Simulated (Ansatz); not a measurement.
# SbH2+ (triplet): the correlation ladder at angle H2–Sb1–H3 = 143.7°, def2-SVP

Aim: climb from Hartree-Fock through coupled cluster and multireference methods for SbH2+ (triplet) at one geometry and basis, and see what each rung misses.

Program: Ansatz 0.2.0, Gaussian basis. Level of theory: def2-SVP, core rule «outside noble gas», up to 9 orbitals frozen. These are calculated values, not measurements.

Plan: UHF; CCSD(T) on ROHF; CCSD(T) on UHF; BCCD(T) on ROHF; CISD; CCSDT(Q) on ROHF; CCSDT(Q) on UHF; CASSCF and MRCISD+Q, 4 electrons in 4 orbitals; CASSCF and NEVPT2, 4 electrons in 4 orbitals; CASSCF and MRCISD+Q, 6 electrons in 6 orbitals; CASSCF and MRCISD+Q(relaxed), 6 electrons in 6 orbitals; CASSCF and NEVPT2, 6 electrons in 6 orbitals; Full CI.

16 further runs of the same task are left out: 12 that didn't finish, 4 set aside as unsound or not needed.

## 1. The geometry

The geometry derives from a PBE0/def2-TZVP stationary point (not a proven minimum). One angle is set to the value named; bond lengths are kept. No spin-orbit coupling is included. Elements past krypton take def2 core potentials.

3 atoms, charge 1, spin multiplicity 3.

Atoms are counted from 1 here; the program's logs count them from 0.

Bond lengths: Sb1–H2 1.691 Å, Sb1–H3 1.691 Å. Angles: H2–Sb1–H3 143.7°.

## 2. UHF

Input file in.yaml:

```yaml
crystal:
  periodic: [false, false, false]
  atoms:
    - {symbol: Sb, position_ang: [0.000000, -0.008578, 0.000000]}
    - {symbol: H, position_ang: [0.000000, 0.518096, -1.606611]}
    - {symbol: H, position_ang: [0.000000, 0.518096, 1.606611]}
basis:
  gaussian: {orbitals: def2-SVP}
total_charge: 1
magnetization: {spin_polarized: true, initial_magnetization: 2}
hamiltonian: {xc: hf}
output: {orbitals: {seedname: orbitals}}
```

Started as:

```sh
ansatz run in.yaml --threads 1 --pin off --events-out ev --progress --plain --max-ram 2393MiB
```

Further steps of the session: CCSD(T) on ROHF; CCSD(T) on UHF; BCCD(T) on ROHF; CISD; CCSDT(Q) on ROHF; CCSDT(Q) on UHF; CASSCF and MRCISD+Q, 4 electrons in 4 orbitals; CASSCF and NEVPT2, 4 electrons in 4 orbitals; CASSCF and MRCISD+Q, 6 electrons in 6 orbitals; CASSCF and MRCISD+Q(relaxed), 6 electrons in 6 orbitals; CASSCF and NEVPT2, 6 electrons in 6 orbitals; Full CI.

Q: Predict the results of all the runs planned. Wanted: FCI below the RHF energy; RMP2 from FCI; UMP2 from FCI; RCCSD from FCI; RCCSD(T) from FCI; UCCSD(T) from FCI; RCCSDT(Q) from FCI; UCCSDT(Q) from FCI; NEVPT2 pair from FCI.

The runs gave:

| quantity | value |
| --- | --- |
| FCI below the RHF energy | -2.5186 eV |
| RMP2 from FCI | +62.2 kJ/mol |
| UMP2 from FCI | +60.5 kJ/mol |
| RCCSD from FCI | +6.9 kJ/mol |
| RCCSD(T) from FCI | +1.7 kJ/mol |
| UCCSD(T) from FCI | 0.0 kJ/mol |
| RCCSDT(Q) from FCI | 0.0 kJ/mol |
| UCCSDT(Q) from FCI | -1.8 kJ/mol |
| NEVPT2 pair from FCI | +55.1 kJ/mol |
| MRCISD+Q pair from FCI | -1.1 kJ/mol |
| NEVPT2 valence from FCI | +36.8 kJ/mol |
| levels within 1 kcal/mol (43 meV) | RCCSD(T), UCCSD(T), BCCD(T), RCCSDT, UCCSDT, RCCSDT(Q), UCCSDT(Q), MRCISD+Q pair, MRCISD+Q valence, MRCISD+Q(relaxed) valence |
| T1 diagnostic | 0.019 |
| effectively unpaired electrons | 2.04 |

In words: RCCSD(T) misses by +1.7 kJ/mol, 0.7 % of the correlation energy. UCCSDT, UCCSDT(Q), MRCISD+Q pair, MRCISD+Q(relaxed) valence fall below full CI: unrestricted runs freeze a spin-polarised core, another one than full CI's, and coupled cluster isn't variational. One determinant dominates. Of the multireference levels listed MRCISD+Q valence comes nearest in total energy (-0.1 kJ/mol), which doesn't show that its space is the better one. These misses are within one basis, not against nature; the frozen cores of restricted and unrestricted runs differ, which can shift their rows.
